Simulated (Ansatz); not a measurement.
**GaNH₄ (triplet): the correlation ladder, cc-pVDZ**

The task here is to estimate one member of a computed series from the others.

Program: Ansatz 0.2.0, Gaussian basis. Level of theory: cc-pVDZ, core rule «outside noble gas», up to 15 orbitals frozen. These are calculated values, not measurements.

Plan: UHF; CCSD(T) on ROHF; CCSD(T) on UHF; BCCD(T) on ROHF; CISD; CCSDT(Q) on ROHF; CCSDT(Q) on UHF.

10 further runs of the same task are left out: 7 for a known fault of the program, 3 set aside as unsound or not needed.

## The system

The geometry is a PBE0/def2-TZVP stationary point (not a proven minimum) of the parent state, kept for this charge and spin. No spin-orbit coupling is included. The filled d shell of Ga may be among the frozen orbitals whatever the setting's name suggests; the logs give the count.

6 atoms, charge 0, spin multiplicity 3.

Atoms are counted from 1 here; the program's logs count them from 0.

Bond lengths: N1–Ga2 1.814 Å, N1–H3 1.006 Å, N1–H4 1.006 Å, Ga2–H5 1.561 Å, Ga2–H6 1.561 Å. Angles: Ga2–N1–H3 124.0°, Ga2–N1–H4 124.0°, H3–N1–H4 111.9°, N1–Ga2–H5 116.8°, N1–Ga2–H6 116.8°, H5–Ga2–H6 126.5°.

The first run:

in.yaml

```yaml
crystal:
  periodic: [false, false, false]
  atoms:
    - {symbol: N, position_ang: [0.000000, 0.000000, 1.485666]}
    - {symbol: Ga, position_ang: [0.000000, 0.000000, -0.327885]}
    - {symbol: H, position_ang: [0.000000, 0.833308, 2.048783]}
    - {symbol: H, position_ang: [0.000000, -0.833308, 2.048783]}
    - {symbol: H, position_ang: [0.000000, 1.394263, -1.030956]}
    - {symbol: H, position_ang: [0.000000, -1.394263, -1.030956]}
basis:
  gaussian: {orbitals: cc-pVDZ}
magnetization: {spin_polarized: true, initial_magnetization: 2}
hamiltonian: {xc: hf}
output: {orbitals: {seedname: orbitals}}
```

Started as:

```console
$ ansatz run in.yaml --threads 1 --pin off --events-out ev --progress --plain --max-ram 4096MiB --backend cpu
```

Steps of the session up to this table: UHF; CCSD(T) on ROHF; CCSD(T) on UHF; BCCD(T) on ROHF; CISD; CCSDT(Q) on ROHF; CCSDT(Q) on UHF.

One table of the session follows, with a row left open; its other results are not shown here.

It belongs to the step «Misses and costs». 

| method | from UCCSDT(Q) (kcal/mol) |
| --- | --- |
| ROHF | ? |
| UHF | +156.06 |
| RMP2 | +26.71 |
| UMP2 | +26.71 |
| RCCSD | +3.71 |
| UCCSD | +3.56 |
| RCCSD(T) | +0.78 |
| UCCSD(T) | +0.69 |
| BCCD(T) | +0.78 |
| RCCSDT | +0.27 |
| UCCSDT | +0.18 |
| RCCSDT(Q) | +0.09 |
| UCCSDT(Q) | 0 |

Estimate the missing values for ROHF.

**Answer.** from UCCSDT(Q) (kcal/mol): +160.99. In the column «from UCCSDT(Q) (kcal/mol)» it is the highest.

Not comparable, so not listed: CISD (they don't share determinant, frozen orbitals or solution with the rows shown, or repeat one).

Caveats from the session: Restricted and unrestricted rows rest on different reference determinants; where their highest levels disagree by more than a few hundredths of an eV, they describe different states and don't form one ladder.
